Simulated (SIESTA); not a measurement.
**NiMoIrPdW in SIESTA: the effect of functional**

Crystal: NiMoIrPdW.

```
Ni Mo Pd Ir W
1.0
     4.11705    0.00000    0.00000
    -2.05853    3.56547    0.00000
     0.00000    0.00000    5.44580
Ni Mo Pd Ir W
1 1 1 1 1
Cartesian
  0.0000 0.0000 5.2157
  2.0585 1.1885 5.2367
  2.0585 1.1885 2.5211
  0.0000 2.3770 3.9521
  0.0000 2.3770 1.2875
```

The cell was built by a generator and needn't be a form met in nature.

Alike in all runs:

```yaml
Program: SIESTA 5.4.2
Task: band structure
Basis: DZP (energy shift 0.003 Ry; two zetas on semicore shells)
Grid_cutoff: 800 Ry
Energy_shift: 0.003 Ry
k_mesh: 8 × 8 × 5
Occupations: fermi-dirac, width 0.05 eV
Spin: collinear spin, ferromagnetic start
Starting_moments: "[1.0, 1.0, 0.0, 0.6, 0.0] μB"
```

```tsv
functional	potentials or basis	pressure (GPa)	largest force (eV/Å)
LDA	PseudoDojo 0.4 standard (LDA files)	-10.5	0.07
RPBE	PseudoDojo 0.4 standard (PBE files)	6.3	0.15
BLYP	PseudoDojo 0.4 standard (PBE files)	?	?
```

Task: What does the run with functional BLYP give?

Result: Pressure 12.0 GPa; largest force 0.27 eV/Å.

Caveats: short orbitals over semicore shells can move pressures by several GPa; the basis of atomic orbitals isn't converged, which shifts pressures, moduli and gaps; the potentials were made for another functional, which shifts forces and pressure (some runs).

Runs at the PBE level aren't shown here.
